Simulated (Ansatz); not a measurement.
## BaTiO3, space group P4mm: cell relaxations under several functionals, step by step

With Ansatz 0.2.0, Python API.

`batio3.extxyz`
```text
5
Lattice="3.9998 0.0 0.0 0.0 3.9998 0.0 0.0 0.0 4.018" Properties=species:S:1:pos:R:3 pbc="T T T"
Ba    0.00000000    0.00000000    0.00000000
Ti    1.99990000    1.99990000    1.96882000
O     1.99990000    1.99990000    0.07634200
O     1.99990000    0.00000000    2.07730600
O     0.00000000    1.99990000    2.07730600
```

The cells in order, each with its output:

```python
import warnings

import ansatz as az
import numpy as np
```

```python
CUTOFF = 470
FILLING = "fixed"
FORCE_TOL = 0.01

def edges_and_angles(cell):
    cell = np.asarray(cell)
    a, b, c = np.linalg.norm(cell, axis=1)
    cosines = cell[1] @ cell[2] / (b * c), cell[0] @ cell[2] / (a * c), cell[0] @ cell[1] / (a * b)
    return (a, b, c, *np.degrees(np.arccos(cosines)))
```

```python
warnings.simplefilter("ignore", az.DeckWarning)
```

```python
cell = az.Crystal.from_extxyz("batio3.extxyz")
```

```python
len(cell.resolved().sites)
```

    5

```python
calculation = (
    cell.calculation()
    .basis(CUTOFF)
    .kpoints(6)
    .occupations(FILLING)
    .relax(cell=True, force_tolerance=FORCE_TOL)
)
```

```python
levels = [("pbe", "none"), ("r2scan", "d4"), ("pbe", "d3bj"), ("rpbe", "none")]
print("level            a       b       c    alpha   beta  gamma  V/atom  steps")
for name, dispersion in levels:
    seen = []
    run = calculation.functional(name, dispersion=dispersion).session().plan()
    done = run.execute(on_event=lambda e: seen.append(e) if e["event"] == "relax_step" else None)
    cell = done.lattice.cell_ang
    label = name if dispersion == "none" else f"{name}+{dispersion}"
    print("{:13s} {:7.4f} {:7.4f} {:7.4f} {:6.2f} {:6.2f} {:6.2f}".format(label, *edges_and_angles(cell)), f"{abs(np.linalg.det(cell)) / len(done.lattice.sites):7.3f} {len(seen):5d}")
```

    level            a       b       c    alpha   beta  gamma  V/atom  steps
    pbe            3.9854  3.9854  4.2026  90.00  90.00  90.00  13.350    11
    r2scan+d4      3.9672  3.9672  4.0888  90.00  90.00  90.00  12.871     9
    pbe+d3bj       3.9737  3.9737  4.0926  90.00  90.00  90.00  12.924     9
    rpbe           3.9876  3.9876  4.4387  90.00  90.00  90.00  14.116    17

From smallest to largest: r2SCAN+D4 (12.87 Å³ an atom, +0.1 % against the start), PBE+D3BJ (12.92 Å³ an atom, +0.5 % against the start), PBE (13.35 Å³ an atom, +3.8 % against the start) and RPBE (14.12 Å³ an atom, +9.8 % against the start). The spread is 9.7 % in volume.

Notes:
- The cutoff lies under the one recommended for these potentials in some of the runs.
- Spin is left out of this run.
- Of the deposited cell: the entry's cell lengths or inner coordinates differ somewhat from later room-temperature determinations.
- The starting cell is as deposited in a crystallographic database; the results hold for this polymorph, which needn't be the stable one.
- The script silences the warnings on its input, which a real study should read.
- It ran for 6.2 min on 1 thread of Arm Neoverse V1 (shared host), peak memory 0.57 GiB.
